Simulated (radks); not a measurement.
# Ag⁴⁺ in [Kr] 4d7: an all-electron calculation

One table from this session's results is given with a row withheld; the runs are named, their logs left out.

The numbers are computed with radks (a radial shooting solver on a logarithmic mesh, Libxc functionals) version 1 (scalar-relativistic Kohn-Sham, SCAN, spin-polarised, spherical densities, finite nucleus; open shells are filled with parallel spins first), except any that are marked as measured or tabulated.

## The atom as given

* element: silver (Z = 47)
* charge: +4
* electrons: 43
* configuration: [Kr] 4d7
* nuclear rms radius: 4.5454 fm

The outer shells:

Ag⁴⁺
```
[Kr] core
4d [↑↓][↑↓][↑ ][↑ ][↑ ]
```

Set-up of the first run:

Settings of this run:

```text
Z 47
configuration [Kr] 4d7
relativity scalar-relativistic
functional scan,scan
spin polarised
nucleus finite rms 4.5454 fm
c 137.035999084
```

One of the session's tables, all rows but one given; the rest of the session is left out.

It belongs to the step «Orbitals and density». Radial moments (bohr):

```
  level      <r>  outermost maximum (interpolated)  90 % within  nodes
  1s up  0.03111                            0.0202       0.0558      0
1s down  0.03111                            0.0202       0.0558      0
  2s up   0.1348                             0.114        0.208      1
2s down   0.1348                             0.114        0.208      1
  2p up   0.1177                            0.0912        0.192      0
2p down   0.1177                            0.0912        0.192      0
  3s up   0.3675                             0.332        0.541      2
3s down   0.3675                             0.332        0.541      2
  3p up   0.3669                             0.325        0.552      1
3p down   0.3669                             0.326        0.552      1
  3d up   0.3456                             0.274        0.547      0
3d down   0.3456                             0.274        0.546      0
  4s up   0.9040                             0.823         1.31      3
4s down   0.9021                             0.820         1.30      3
  4p up   0.9783                             0.873         1.43      2
4p down   0.9773                             0.870         1.43      2
  4d up        ?                                 ?            ?      ?
4d down    1.201                             0.993         1.84      1
```

Q: Estimate the row for 4d up from the others.

**Answer.** <r>: 1.190; outermost maximum (interpolated): 0.995; 90 % within: 1.82; nodes: 1. In the column «<r>» it lies between 4p up (0.9783) and 4d down (1.201).

Caveats from the session: Open shells are spherical and high-spin; term and fine-structure splittings are not resolved.
